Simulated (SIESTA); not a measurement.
Input of a SIESTA 5.4.2 run:

File SiSe.fdf:

```
SystemName                      SiSe
SystemLabel                     SiSe
NumberOfSpecies                 2
NumberOfAtoms                   2
%block ChemicalSpeciesLabel
  1  14 Si
  2  34 Se
%endblock ChemicalSpeciesLabel
%include structure.fdf

%block kgrid.MonkhorstPack
    9   0   0  0.0
    0   9   0  0.0
    0   0   7  0.0
%endblock kgrid.MonkhorstPack
XC.Functional                   GGA
XC.Authors                      PBE
PAO.BasisSize                   DZP
PAO.EnergyShift                 0.003 Ry
Mesh.Cutoff                     500 Ry
OccupationFunction              FD
ElectronicTemperature           0.05 eV
MaxSCFIterations                120
SCF.MustConverge                false
SCF.Mixer.Method                Pulay
SCF.Mixer.Weight                0.25
SCF.Mixer.History               8
SCF.DM.Tolerance                5.0e-05
SCF.H.Tolerance                 1.0e-03 eV
WriteForces                     true
Charge.Mulliken                 end
MD.TypeOfRun                    Broyden
MD.Steps                        40
MD.MaxForceTol                  0.04 eV/Ang
MD.MaxDispl                     0.1 Ang
WriteCoorStep                   true
AtomCoorFormatOut               Fractional
MD.VariableCell                 true
MD.MaxStressTol                 0.1 GPa
Target.Pressure                 20 GPa
%block PAO.Basis
  Se 4
  n=4 0 2
    5.139 0.000
  n=4 1 2
    6.735 0.000
  n=3 2 2
    2.657 0.000
  n=4 2 1
    6.735
%endblock PAO.Basis
```

File structure.fdf:

```
LatticeConstant                 1.0 Ang
%block LatticeVectors
     3.5952000000     0.0000000000     0.0000000000
    -1.7976000000     3.1135300000     0.0000000000
     0.0000000000     0.0000000000     3.5987300000
%endblock LatticeVectors
AtomicCoordinatesFormat         Fractional
%block AtomicCoordinatesAndAtomicSpecies
     0.6666700000     0.3333300000     0.5000000000  1  Si
     0.0000000000     0.0000000000     0.0000000000  2  Se
%endblock AtomicCoordinatesAndAtomicSpecies
```

Potentials or basis: PseudoDojo 0.4 standard (PBE files), DZP (energy shift 0.003 Ry; two zetas on semicore shells).

The run is started by

```console
$ siesta < SiSe.fdf > SiSe.out 2>&1
```

Q: Estimate the space group after relaxing (to 0.05 Å).

A: P-6m2 (No. 187).

Q: Predict the relaxed cell.

A: a = 3.255 Å, b = 3.255 Å, c = 3.566 Å, α = 90.00°, β = 90.00°, γ = 120.03°.

Step by step:
```
step  energy change (eV)  largest force (eV/Å)  pressure (GPa)  volume (Å³)
   1              0.0000                0.0001            3.44        40.28
   2              0.0099                0.0000            4.09        39.87
   3              0.5299                0.0005           22.11        32.72
   4             -0.0188                0.0003            1.72        41.25
   5             -0.0132                0.0006            2.24        40.77
   6              0.5322                0.0011           21.27        32.41
   7              0.4688                0.0006           19.40        32.91
   8              0.5025                0.0007           20.36        32.63
   9              0.4926                0.0002           20.03        32.71
```

Caveat: the volume moved by over 15 % at a fixed basis, so the end points are rough; the basis of atomic orbitals isn't converged, which shifts pressures, moduli and gaps.
